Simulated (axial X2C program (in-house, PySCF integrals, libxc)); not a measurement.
# BrP⁻: from the state search to constants

What are the state, bond length, wavenumber and bond energy of BrP⁻, and what does spin–orbit coupling change?

Method: all-electron X2C, Br dyall-acv3z, P dyall-av3z; program: an in-house X2C program for linear molecules on PySCF integrals.

All values are calculated.

## (1) Input

Contents of task.json:

```json
{
 "zs": [
  35,
  15
 ],
 "q": -1,
 "bas": [
  "dyall-acv3z",
  "dyall-av3z"
 ],
 "levels": [
  "PBE0",
  "HF",
  "PW91"
 ],
 "cc": true,
 "r0": 2.25,
 "thr": -2.0,
 "nmax": 90,
 "npts": 10,
 "nst": 2,
 "ntry": 6
}
```

Keys: zs atomic numbers; q charge; bas basis sets; levels methods (HF also brings MP2); cc coupled cluster on or off; r0 starting distance in Å; thr threshold in hartree for freezing inner shells (an s shell follows its p shell); nmax most natural virtual spinors; npts points asked for on the curve; nst determinants followed; ntry starts of the search.

Command:

```console
python so2c.py task.json out
```

Spin-free means the one-electron spin-free X2C Hamiltonian; two-component (2c) means X2C with spin–orbit coupling and atomic mean-field two-electron Coulomb and Gaunt terms. Basis: Br dyall-acv3z contracted to [9s10p7d5f1g], P dyall-av3z contracted to [9s8p3d2f]; Gaussian nuclei, density fitting. Masses: Br 78.918 u, P 30.974 u.

Notation: σ, π±, δ± give the projection m of an orbital's angular momentum (0, ±1, ±2), α and β its spin, Λ and M_S the sums; ω is the projection of a spinor's total angular momentum and Ω the sum. Logs are in hartree.

The results follow Hamiltonian by Hamiltonian and level by level.

## (2) Which state to follow

PBE0 moves the distance from 2.250 Å to 2.318 Å and compares determinants there.

Spin-free determinants:

```tsv
ΔE (eV)	state	open shells
0.00	M_S = 1/2, Λ = 1	beyond closed shells: π+α, π+β, π-α
0.89	M_S = 3/2, Λ = 0	beyond closed shells: σα, π+α, π-α
1.26	M_S = 1/2, Λ = 0	beyond closed shells: σβ, π+α, π-α
1.97	M_S = 1/2, Λ = 0	beyond closed shells: σα, π+β, π-α
1.97	M_S = 1/2, Λ = 2	beyond closed shells: σα, π+α, π+β
2.54	M_S = 3/2, Λ = 1	beyond closed shells: 2 × π+α, π-α
3.53	M_S = 1/2, Λ = 3	beyond closed shells: 2 × π+α, π+β
```

Two-component determinants:

| ΔE (eV) | state | open shells |
| --- | --- | --- |
| 0.00 | Ω = 3/2 | excess of +ω over −ω: ω = 3/2 |
| 0.05 | Ω = 1/2 | excess of +ω over −ω: ω = 1/2 |
| 1.29 | Ω = 1/2 | excess of +ω over −ω: 2 × ω = -1/2, ω = 3/2 |
| 1.93 | Ω = 1/2 | excess of +ω over −ω: ω = 1/2 |
| 2.00 | Ω = 5/2 | excess of +ω over −ω: 2 × ω = 1/2, ω = 3/2 |
| 2.57 | Ω = 5/2 | excess of +ω over −ω: ω = -1/2, 2 × ω = 3/2 |
| 3.55 | Ω = 7/2 | excess of +ω over −ω: ω = 1/2, 2 × ω = 3/2 |

## (3) PBE0, spin-free

State followed: M_S = 1/2, Λ = 1 (beyond closed shells: π+α, π+β, π-α). The scan is laid around 2.318 Å, a first estimate of the minimum, and this SCF restarts from the orbitals of the search.

Output at 2.318 Å:

```text
spin-free X2C-1e  PBE0
basis functions 180  fitting functions 965  grid points 5081
iter        total energy     max residual
   1      -2948.132194758     1.32e-05
   2      -2948.132194761     1.38e-05
   3      -2948.132194765     3.44e-06
   4      -2948.132194765     1.69e-06
converged
one-electron -4346.89573861  Coulomb 1394.94406941  exact exchange -28.49445972  xc functional -87.53854027  nuclear repulsion 119.85247443
```

Along the bond, energies from the lowest point:

```csv
R (Å),E (eV),μ (D),HOMO (eV),LUMO (eV),iterations
2.017,0.6506,-5.14,1.09,2.90,12
2.109,0.2639,-4.92,0.94,2.78,12
2.179,0.1027,-4.75,0.82,2.69,12
2.248,0.0213,-4.56,0.71,2.60,12
2.318,0.0000,-4.37,0.60,2.51,4
2.399,0.0298,-4.14,0.47,2.41,11
2.480,0.1014,-3.91,0.34,2.31,11
2.585,0.2328,-3.61,0.18,2.18,11
2.712,0.4262,-3.24,0.00,2.02,12
2.897,0.7269,-2.73,-0.26,1.59,13
```

Dipoles are positive if P is the positive end and refer to the centre of mass.

Outer orbitals at the reference distance:

```csv
symmetry,occupied,ε (eV),atomic character
σα,yes,-16.88,"76% Br s, 8% P p, 6% P d"
σβ,yes,-16.79,"77% Br s, 8% P p, 7% P d"
σα,yes,-9.83,"65% P s, 22% Br p, 6% Br s"
σβ,yes,-8.96,"61% P s, 27% Br p, 5% Br d"
σα,yes,-4.08,"52% Br p, 31% P p, 12% P s"
σβ,yes,-3.83,"48% Br p, 30% P p, 16% P s"
π-α,yes,-3.70,"81% Br p, 12% P p, 4% P d"
π+α,yes,-3.70,"81% Br p, 12% P p, 4% P d"
π+β,yes,-3.57,"83% Br p, 9% P p, 4% P d"
π-β,yes,-3.43,"85% Br p, 7% P p, 5% P d"
π-α,yes,-0.23,"77% P p, 9% Br p, 8% Br d"
π+α,yes,-0.23,"77% P p, 9% Br p, 8% Br d"
π+β,yes,0.60,"79% P p, 9% Br d, 7% Br p"
π-β,no,2.51,"80% P p, 10% Br d, 5% Br p"
σα,no,3.15,"59% P p, 26% Br p, 5% P d"
σβ,no,3.23,"58% P p, 27% Br p, 5% P d"
σα,no,3.87,"71% P s, 13% Br p, 7% P p"
```

PBE0 fields in the half plane through the axis: z from -2.4 to 4.5 Å across, distance from the axis 0.15 to 2.25 Å upwards; Br lies at z = 0 and P at z = 2.318 Å; the ELF is damped to zero where the density is low.

log10 density (e/bohr³). Ten even steps from '0' (-4.31 ) to '9' (1.44 ):
```
000112222222222222222110
001122233322223333322211
011223333333333343333221
112234444444444444433221
112344555554445555443321
123345566655555555544321
123445677765555666554322
123455689865556897554322
```

ELF. Ten even steps from ' ' (0.00 ) to '@' (0.93 ):
```
          ..::::..          ::==++++++==::..    
      ..::--======::      ..==**######++--::    
      ::--++**##**++::..  ::++%%%%%%%%##++::..  
    ..--++##%%%%%%##++::..--##@@@@@@@@%%++--..  
    ..--**%%@@@@@@%%##==::==##@@@@@@@@%%**--..  
    ::==**%%%%##++**##**==++######@@@@%%**--..  
    ::==##%%++::==::==##**++::......####++::    
    ::==####::##::##..####++  @@%%==::**++::    
```

Re = 2.313 Å, ωe = 336 cm⁻¹, ωexe = 1.49 cm⁻¹, Be = 0.1416 cm⁻¹, De = 0.717 eV, μ = -4.38 D.

## (4) HF, spin-free

Output at 2.318 Å:

```text
spin-free X2C-1e  HF
basis functions 180  fitting functions 965  grid points 5081
iter        total energy     max residual
   1      -2946.077033661     2.19e-01
   2      -2946.098781808     5.33e-03
   3      -2946.099732528     2.68e-03
   4      -2946.099917552     1.28e-03
   5      -2946.099989141     6.83e-04
   6      -2946.100019773     3.28e-04
   7      -2946.100029092     1.97e-04
   8      -2946.100034392     1.24e-04
   9      -2946.100035848     6.50e-05
  10      -2946.100036155     2.90e-05
  11      -2946.100036204     1.46e-05
  12      -2946.100036221     6.27e-06
  13      -2946.100036224     1.93e-06
  14      -2946.100036225     5.99e-07
converged
one-electron -4346.91953359  Coulomb 1395.04308952  exact exchange -114.07606659  xc functional 0.00000000  nuclear repulsion 119.85247443
```

Re = 2.369 Å, ωe = 303 cm⁻¹, ωexe = 1.75 cm⁻¹, Be = 0.135 cm⁻¹, De = -0.699 eV, μ = -3.74 D.

## (5) PW91, spin-free

The SCF at the reference distance of 2.318 Å:

```text
spin-free X2C-1e  PW91
basis functions 180  fitting functions 965  grid points 5081
iter        total energy     max residual
   1      -2948.744262632     7.50e-02
   2      -2948.748497755     2.81e-03
   3      -2948.747668782     6.10e-03
   4      -2948.748694352     1.22e-03
   5      -2948.748708750     9.27e-04
   6      -2948.748731051     8.72e-05
   7      -2948.748731223     3.24e-05
   8      -2948.748731248     5.74e-06
   9      -2948.748731250     1.84e-06
  10      -2948.748731250     7.33e-07
converged
one-electron -4346.63999806  Coulomb 1394.66840136  exact exchange 0.00000000  xc functional -116.62960898  nuclear repulsion 119.85247443
```

Re = 2.335 Å, ωe = 322 cm⁻¹, ωexe = 1.45 cm⁻¹, Be = 0.139 cm⁻¹, De = 0.908 eV, μ = -4.59 D.

## (6) Correlated methods, spin-free

Correlated methods: 13 electrons correlated (frozen shells, counted by type: Br 3 s, 2 p, 1 d; P 2 s, 1 p), 245 virtual spinors in MP2, 90 natural virtuals in coupled cluster.

Output of the correlated part at 2.318 Å:

```text
correlated 13  virtual 245  natural virtual 90  E(MP2) -0.304748078  MP2 remainder -0.015377316
iter   CCSD correlation   residual
   1     -0.310664230   1.22e-01
   2     -0.319471181   4.35e-02
   3     -0.320557283   1.61e-02
   4     -0.320662461   6.93e-03
   5     -0.320719140   2.47e-03
   6     -0.320721794   9.51e-04
   7     -0.320724681   3.15e-04
   8     -0.320726105   1.19e-04
   9     -0.320725235   4.38e-05
  10     -0.320725427   1.69e-05
  11     -0.320725330   5.49e-06
  12     -0.320725381   2.22e-06
  13     -0.320725381   8.59e-07
(T) -0.014974054  T1 0.0201  D1 0.0381  max T2 0.079
```

T1 in the output is the amplitude norm over the root of the electron number; divide by √2 for the Lee–Taylor value.

MP2: Re = 2.319 Å, ωe = 338 cm⁻¹, Be = 0.1409 cm⁻¹, De = 0.393 eV.

CCSD: Re = 2.347 Å, ωe = 318 cm⁻¹, ωexe = 1.46 cm⁻¹, Be = 0.1375 cm⁻¹, De = 0.404 eV. T1 at Re = 0.014 (Lee–Taylor, the printed value over √2).

CCSD(T): Re = 2.349 Å, ωe = 318 cm⁻¹, ωexe = 1.4 cm⁻¹, Be = 0.1374 cm⁻¹, De = 0.491 eV. T1 at Re = 0.014 (Lee–Taylor, the printed value over √2).

## (7) A higher determinant, spin-free

State: M_S = 3/2, Λ = 0 (beyond closed shells: σα, π+α, π-α).

Output at the reference distance:

```text
spin-free X2C-1e  PBE0
basis functions 180  fitting functions 965  grid points 5081
iter        total energy     max residual
   1      -2948.099518766     6.31e-06
   2      -2948.099518766     4.89e-06
converged
one-electron -4346.35754035  Coulomb 1394.45066783  exact exchange -28.49959889  xc functional -87.54552179  nuclear repulsion 119.85247443
```

```csv
R (Å),E above the lowest PBE0 point (eV)
2.017,1.897
2.109,1.505
2.179,1.271
2.248,1.067
2.318,0.889
2.399,0.714
2.480,0.574
2.585,0.443
2.712,0.344
```

No constants are quoted: the lowest point is the long end of the scan.

## (8) The spin-free curves together

Energy (eV) of the followed determinant, spin-free, from each level's lowest point:

```csv
R (Å),PBE0,HF,MP2,CCSD,CCSD(T),PW91
2.017,0.651,0.829,0.683,n/a,n/a,0.705
2.109,0.264,0.381,0.282,0.336,0.338,0.303
2.179,0.103,0.180,0.113,0.148,0.150,0.129
2.248,0.021,0.062,0.026,0.043,0.044,0.034
2.318,0.000,0.007,0.000,0.000,0.000,0.000
2.399,0.030,0.000,0.027,0.007,0.006,0.015
2.480,0.101,0.036,0.097,0.057,0.056,0.072
2.585,0.233,0.123,0.230,0.164,0.163,0.186
2.712,0.426,0.263,0.430,n/a,n/a,0.360
2.897,0.727,0.489,0.744,n/a,n/a,0.637
```

## (9) PBE0, 2c

State followed: Ω = 3/2 (excess of +ω over −ω: ω = 3/2). The scan is laid around 2.318 Å, a first estimate of the minimum, and this SCF restarts from the orbitals of the search.

The SCF at the reference distance of 2.318 Å:

```text
two-component X2C + atomic mean field  PBE0
basis functions 180  fitting functions 965  grid points 5081
iter        total energy     max residual
   1      -2947.182428939     2.48e-05
   2      -2947.182428975     2.07e-05
   3      -2947.182428997     1.14e-05
   4      -2947.182429006     6.94e-06
   5      -2947.182429011     1.03e-06
   6      -2947.182429011     7.60e-07
converged
one-electron -4344.41716341  Coulomb 1394.41281069  exact exchange -28.48380636  xc functional -87.50611973  nuclear repulsion 119.85247443  atomic mean-field constant -1.04062464
```

Along the bond, energies from the lowest point:

```csv
R (Å),E (eV),μ (D),HOMO (eV),LUMO (eV),iterations
2.017,0.6472,-5.17,1.07,2.93,13
2.109,0.2616,-4.95,0.91,2.81,12
2.179,0.1012,-4.77,0.80,2.72,12
2.248,0.0206,-4.59,0.69,2.63,12
2.318,0.0000,-4.40,0.58,2.54,6
2.399,0.0306,-4.17,0.45,2.44,11
2.480,0.1028,-3.94,0.32,2.33,11
2.585,0.2348,-3.64,0.17,2.20,14
2.712,0.4288,-3.28,-0.02,2.05,16
2.897,0.7301,-2.76,-0.27,1.60,16
```

Dipoles are positive if P is the positive end and refer to the centre of mass.

Outer spinors at the reference distance:

| ω | occupied | ε (eV) | atomic character | λ mixture |
| --- | --- | --- | --- | --- |
| 1/2 | yes | -16.90 | 76% Br s, 8% P p, 6% P d | 100% σ |
| -1/2 | yes | -16.80 | 77% Br s, 8% P p, 7% P d | 100% σ |
| 1/2 | yes | -9.83 | 65% P s, 22% Br p, 6% Br s | 100% σ |
| -1/2 | yes | -8.95 | 61% P s, 27% Br p, 5% Br d | 100% σ |
| 1/2 | yes | -4.15 | 57% Br p, 27% P p, 10% P s | 86% σ, 14% π |
| -1/2 | yes | -4.01 | 66% Br p, 19% P p, 8% P s | 52% π, 48% σ |
| -1/2 | yes | -3.67 | 64% Br p, 22% P p, 8% P s | 52% σ, 48% π |
| 1/2 | yes | -3.64 | 79% Br p, 12% P p, 4% P d | 86% π, 14% σ |
| 3/2 | yes | -3.57 | 80% Br p, 13% P p, 4% P d | 100% π |
| -3/2 | yes | -3.29 | 84% Br p, 7% P p, 5% P d | 100% π |
| -1/2 | yes | -0.26 | 78% P p, 9% Br p, 8% Br d | 100% π |
| 3/2 | yes | -0.19 | 76% P p, 10% Br p, 8% Br d | 100% π |
| 1/2 | yes | 0.58 | 80% P p, 9% Br d, 6% Br p | 100% π |
| -3/2 | no | 2.54 | 80% P p, 10% Br d, 5% Br p | 100% π |
| 1/2 | no | 3.16 | 59% P p, 26% Br p, 5% P d | 100% σ |
| -1/2 | no | 3.25 | 59% P p, 27% Br p, 5% P d | 100% σ |
| 1/2 | no | 3.89 | 69% P s, 14% Br p, 7% P p | 100% σ |

PBE0 fields in the half plane through the axis: z from -2.4 to 4.5 Å across, distance from the axis 0.15 to 2.25 Å upwards; Br lies at z = 0 and P at z = 2.318 Å; the ELF is damped to zero where the density is low.

log10 density (e/bohr³). Ten even steps from ' ' (-4.31 ) to '@' (1.44 ):
```
      ....::::::::::::::::::::::::::::::::....  
    ....::::::------::::::::----------::::::....
  ....::::----------------------==--------::::..
....::::--============================----::::..
..::::--====++++++++++======++++++++====----::..
..::----==++++******++++++++++++++++++====--::..
..::--====++**######**++++++++******++++==--::::
..::--==++++**%%@@%%**++++++**%%@@##++++==--::::
```

ELF. Ten even steps from '0' (0.00 ) to '9' (0.93 ):
```
000001221000002455542100
000123444200014677753200
000235676521025888875210
001357888752137999985310
001368999874247999986310
002478875676457779986310
002478524247652111775200
002477272717750984265200
```

Re = 2.312 Å, ωe = 337 cm⁻¹, ωexe = 1.49 cm⁻¹, Be = 0.1417 cm⁻¹, De = 0.743 eV, μ = -4.41 D.

## (10) HF, 2c

Output at 2.318 Å:

```text
two-component X2C + atomic mean field  HF
basis functions 180  fitting functions 965  grid points 5081
iter        total energy     max residual
   1      -2945.127728367     2.18e-01
   2      -2945.149513225     5.38e-03
   3      -2945.150483085     2.77e-03
   4      -2945.150673621     1.28e-03
   5      -2945.150748037     6.76e-04
   6      -2945.150779616     3.26e-04
   7      -2945.150788971     1.96e-04
   8      -2945.150794274     1.22e-04
   9      -2945.150795816     6.32e-05
  10      -2945.150796216     2.76e-05
  11      -2945.150796331     2.50e-05
  12      -2945.150796421     2.30e-05
  13      -2945.150796487     2.11e-05
  14      -2945.150796558     1.87e-05
  15      -2945.150796668     1.43e-05
  16      -2945.150796790     6.70e-06
  17      -2945.150796824     1.58e-06
  18      -2945.150796826     5.40e-07
converged
one-electron -4344.44443536  Coulomb 1394.51549887  exact exchange -114.03371013  xc functional 0.00000000  nuclear repulsion 119.85247443  atomic mean-field constant -1.04062464
```

Re = 2.368 Å, ωe = 303 cm⁻¹, ωexe = 1.8 cm⁻¹, Be = 0.1351 cm⁻¹, De = -0.679 eV, μ = -3.75 D.

## (11) PW91, 2c

The SCF at the reference distance of 2.318 Å:

```text
two-component X2C + atomic mean field  PW91
basis functions 180  fitting functions 965  grid points 5081
iter        total energy     max residual
   1      -2947.794044657     7.50e-02
   2      -2947.798278625     2.90e-03
   3      -2947.797372368     6.37e-03
   4      -2947.798487141     1.24e-03
   5      -2947.798502470     9.24e-04
   6      -2947.798524920     8.80e-05
   7      -2947.798525096     3.31e-05
   8      -2947.798525122     5.68e-06
   9      -2947.798525124     1.88e-06
  10      -2947.798525124     7.60e-07
converged
one-electron -4344.15977006  Coulomb 1394.13544487  exact exchange 0.00000000  xc functional -116.58604973  nuclear repulsion 119.85247443  atomic mean-field constant -1.04062464
```

No constants are quoted: the solution changes its character somewhere along the scan, so the fit is set aside.

## (12) Correlated methods, 2c

Correlated methods: 13 electrons correlated (frozen shells, counted by type: Br 3 s, 2 p, 1 d; P 2 s, 1 p), 245 virtual spinors in MP2, 90 natural virtuals in coupled cluster.

Output of the correlated part at 2.318 Å:

```text
correlated 13  virtual 245  natural virtual 90  E(MP2) -0.304825210  MP2 remainder -0.015380906
iter   CCSD correlation   residual
   1     -0.310697830   1.22e-01
   2     -0.319496572   4.36e-02
   3     -0.320592818   1.62e-02
   4     -0.320697659   6.99e-03
   5     -0.320755391   2.54e-03
   6     -0.320758413   1.02e-03
   7     -0.320761680   3.98e-04
   8     -0.320763284   2.05e-04
   9     -0.320761904   1.24e-04
  10     -0.320762430   7.92e-05
  11     -0.320762200   4.27e-05
  12     -0.320762575   1.96e-05
  13     -0.320762553   9.28e-06
  14     -0.320762607   5.27e-06
  15     -0.320762619   3.14e-06
(T) -0.014994230  T1 0.0203  D1 0.0393  max T2 0.063
```

MP2: Re = 2.318 Å, ωe = 339 cm⁻¹, Be = 0.1411 cm⁻¹, De = 0.417 eV.

CCSD: No constants are quoted: too few points lie around the minimum for a second fit to confirm the first.

CCSD(T): No constants are quoted: too few points lie around the minimum for a second fit to confirm the first.

## (13) A higher determinant, 2c

State: Ω = 1/2 (excess of +ω over −ω: ω = 1/2).

Output at the reference distance:

```text
two-component X2C + atomic mean field  PBE0
basis functions 180  fitting functions 965  grid points 5081
iter        total energy     max residual
   1      -2947.180612964     1.88e-05
   2      -2947.180612971     2.40e-05
   3      -2947.180612988     3.98e-06
   4      -2947.180612989     1.88e-06
converged
one-electron -4344.41256244  Coulomb 1394.41024845  exact exchange -28.48398614  xc functional -87.50616265  nuclear repulsion 119.85247443  atomic mean-field constant -1.04062464
```

```csv
R (Å),E above the lowest PBE0 point (eV)
2.017,0.709
2.109,0.319
2.179,0.156
2.248,0.073
2.318,0.049
2.399,0.077
2.480,0.147
2.585,0.276
2.712,0.467
```

Re = 2.316 Å, ωe = 335 cm⁻¹, ωexe = 1.48 cm⁻¹, Be = 0.1413 cm⁻¹, μ = -4.37 D. Te = 0.05 eV.

## (14) The 2c curves together

Energy (eV) of the followed determinant, 2c, from each level's lowest point:

```csv
R (Å),PBE0,HF,MP2,CCSD,CCSD(T),PW91 (jumps)
2.017,0.647,0.820,0.679,n/a,n/a,0.702
2.109,0.262,0.373,0.279,0.334,0.336,0.301
2.179,0.101,0.172,0.111,0.147,0.149,0.128
2.248,0.021,0.055,0.025,0.043,0.043,0.034
2.318,0.000,0.000,0.000,0.000,0.000,0.000
2.399,0.031,n/a,n/a,n/a,n/a,0.015
2.480,0.103,0.029,0.099,0.058,0.057,0.073
2.585,0.235,0.117,0.232,0.166,0.165,0.188
2.712,0.429,0.257,0.432,n/a,n/a,0.363
2.897,0.730,0.483,0.748,n/a,n/a,0.336
```

Time for the job: 2.5 min (1 thread of Arm Neoverse V1, shared host).

## (15) Constants

Lowest determinant that the search found at its distance, spin-free: M_S = 1/2, Λ = 1 (beyond closed shells: π+α, π+β, π-α).

Lowest determinant that the search found at its distance, 2c: Ω = 3/2 (excess of +ω over −ω: ω = 3/2).

| Hamiltonian | level | Re (Å) | ωe (cm⁻¹) | De (eV) | μ (D) |
| --- | --- | --- | --- | --- | --- |
| spin-free | PBE0 | 2.313 | 336 | 0.717 | -4.38 |
| spin-free | HF | 2.369 | 303 | -0.699 | -3.74 |
| spin-free | MP2 | 2.319 | 338 | 0.393 | n/a |
| spin-free | CCSD | 2.347 | 318 | 0.404 | n/a |
| spin-free | CCSD(T) | 2.349 | 318 | 0.491 | n/a |
| spin-free | PW91 | 2.335 | 322 | 0.908 | -4.59 |
| 2c | PBE0 | 2.312 | 337 | 0.743 | -4.41 |
| 2c | HF | 2.368 | 303 | -0.679 | -3.75 |
| 2c | MP2 | 2.318 | 339 | 0.417 | n/a |

Dipoles are positive if P is the positive end and refer to the centre of mass. No constants: 2c CCSD (too few points lie around the minimum for a second fit to confirm the first); 2c CCSD(T) (too few points lie around the minimum for a second fit to confirm the first); 2c PW91 (the solution changes its character somewhere along the scan, so the fit is set aside).

Time per point (s) on 1 thread of Arm Neoverse V1, shared host (2c runs); the times are rough: PBE0 0.64, HF 0.96, MP2 1.3.

At MP2, going from spin-free to two-component changes Re by -1 mÅ, ωe by +0.3 %, which is small (part of it comes from the scalar share of the two-electron terms). It costs about 2.5 times the time. De moves by +0.02 eV; both De rest on single-determinant atoms, which can miss part of an open shell's spin–orbit lowering. De is negative at HF: there the minimum lies above the ground-state fragments.

De refers to Br- + P, each in the lowest determinant found, which need not be this curve's own limit. Each curve is one determinant whose occupation by symmetry is held fixed; it was picked as the lowest of a PBE0 search that is not exhaustive. De is counted from the lowest determinant-based energies of the atoms at the same level, without counterpoise correction. Density functionals use the spin component along the axis (collinear). CCSD and (T) use frozen natural virtuals with an MP2 correction for the truncation. Some points did not converge and are left out.
